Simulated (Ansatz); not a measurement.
# C2H6ClHfIO2: up Jacob's ladder to CCSD(T)

One table from this session's results is given with a row withheld; the runs are named, their logs left out.

The runs use Ansatz 0.2.0, Gaussian basis; functionals in def2-TZVPP, the program's frozen cores in correlated methods.

The runs, in order: LDA (SPW92), PBE-D4, revPBE-D4, BLYP-D4, r2SCAN-D4, B97M-V, PBE0-D4, B3LYP-D4, r2SCANh-D4, r2SCAN0-D4, HSE06-D4, BHLYP-D4, CAM-B3LYP-D4, LC-ωPBE, ωB97X-V, ωB97M-V, B2PLYP, PBE-QIDH; CCSD(T)/def2-SVP; CCSD(T)/def2-TZVPP; MP2/def2-QZVPP; extrapolation to the limit; RPA on PBE.

2 further runs of the same task are left out: 1 for a known fault of the program, 1 that didn't finish.

### Structure used throughout

An earlier PBE0-D4 in a triple-zeta def2 set relaxation fixed the geometry. Hf, I take the def2 core potential; no spin-orbit term is included.

SMILES `C[O][Hf]([Cl])([I])[O]C`, 13 atoms, charge 0, spin multiplicity 1.

Atoms are counted from 1 here; the program's logs count them from 0.

Bond lengths: C1–O2 1.392 Å, C1–H8 1.094 Å, C1–H9 1.094 Å, C1–H10 1.094 Å, O2–Hf3 1.888 Å, Hf3–Cl4 2.360 Å, Hf3–I5 2.740 Å, Hf3–O6 1.888 Å, O6–C7 1.392 Å, C7–H11 1.094 Å, C7–H12 1.094 Å, C7–H13 1.094 Å. Angles: O2–C1–H8 110.5°, O2–C1–H9 110.0°, O2–C1–H10 110.1°, H8–C1–H9 108.8°, H8–C1–H10 108.8°, H9–C1–H10 108.7°, C1–O2–Hf3 174.8°, O2–Hf3–Cl4 108.9°, O2–Hf3–I5 108.5°, O2–Hf3–O6 109.9°, Cl4–Hf3–I5 112.2°, Cl4–Hf3–O6 108.9°, I5–Hf3–O6 108.5°, Hf3–O6–C7 174.8°, O6–C7–H11 109.9°, O6–C7–H12 110.5°, O6–C7–H13 110.1°, H11–C7–H12 108.8° and more.

The first run:

The input, in.yaml:

```yaml
crystal:
  periodic: [false, false, false]
  atoms:
    - {symbol: C, position_ang: [0.032895, -2.343345, 1.342765]}
    - {symbol: O, position_ang: [-0.574177, -1.266477, 0.702366]}
    - {symbol: Hf, position_ang: [-1.240018, 0.252479, -0.199521]}
    - {symbol: Cl, position_ang: [-2.496787, -0.459019, -2.066352]}
    - {symbol: I, position_ang: [-2.743074, 1.720943, 1.559437]}
    - {symbol: O, position_ang: [0.194507, 1.321957, -0.801363]}
    - {symbol: C, position_ang: [1.330406, 2.025784, -1.192337]}
    - {symbol: H, position_ang: [1.121807, -2.272154, 1.264443]}
    - {symbol: H, position_ang: [-0.243640, -2.352648, 2.400876]}
    - {symbol: H, position_ang: [-0.292174, -3.282721, 0.886716]}
    - {symbol: H, position_ang: [1.271484, 3.057569, -0.834415]}
    - {symbol: H, position_ang: [2.230672, 1.561095, -0.779371]}
    - {symbol: H, position_ang: [1.408110, 2.036547, -2.283243]}
basis:
  gaussian: {orbitals: def2-TZVPP}
hamiltonian: {xc: lda}
output: {orbitals: {seedname: orbitals}}
```

Run with:

```
$ ansatz run in.yaml --threads 2 --pin off --events-out ev --progress --plain --max-ram 20480MiB --backend cuda --devices 0, --max-vram 18GiB
```

Steps of the session up to this table: LDA; PBE-D4 (GGA); revPBE-D4 (GGA); BLYP-D4 (GGA); r2SCAN-D4 (meta-GGA); B97M-V (meta-GGA); PBE0-D4 (hybrid); B3LYP-D4 (hybrid); r2SCANh-D4 (hybrid); r2SCAN0-D4 (hybrid); HSE06-D4 (hybrid); BHLYP-D4 (hybrid); CAM-B3LYP-D4 (range-separated); LC-ωPBE (range-separated); ωB97X-V (range-separated); ωB97M-V (range-separated); B2PLYP (double hybrid); PBE-QIDH (double hybrid).

One table of the session follows, with a row left open; its other results are not shown here.

It belongs to the step «Orbital energies across the functionals». 

| functional | HOMO (eV) | gap (eV) |
| --- | --- | --- |
| LDA (SPW92) | -6.53 | 4.59 |
| PBE-D4 | -6.37 | 4.66 |
| revPBE-D4 | -6.32 | 4.70 |
| BLYP-D4 | -6.18 | 4.61 |
| r2SCAN-D4 | -6.69 | 5.16 |
| B97M-V | -6.69 | 5.18 |
| PBE0-D4 | -7.53 | 6.60 |
| B3LYP-D4 | -7.27 | 6.15 |
| r2SCANh-D4 | -7.11 | 5.87 |
| r2SCAN0-D4 | -7.75 | 6.92 |
| HSE06-D4 | -7.14 | 5.84 |
| BHLYP-D4 | -8.50 | 8.50 |
| CAM-B3LYP-D4 | -8.75 | 8.88 |
| LC-ωPBE | -10.09 | 11.33 |
| ωB97X-V | ? | ? |
| ωB97M-V | -9.64 | 10.60 |

Estimate the missing values for ωB97X-V.

The run gave: HOMO (eV): -9.76; gap (eV): 10.89. In the column «HOMO (eV)» it lies between LC-ωPBE (-10.09) and ωB97M-V (-9.64).
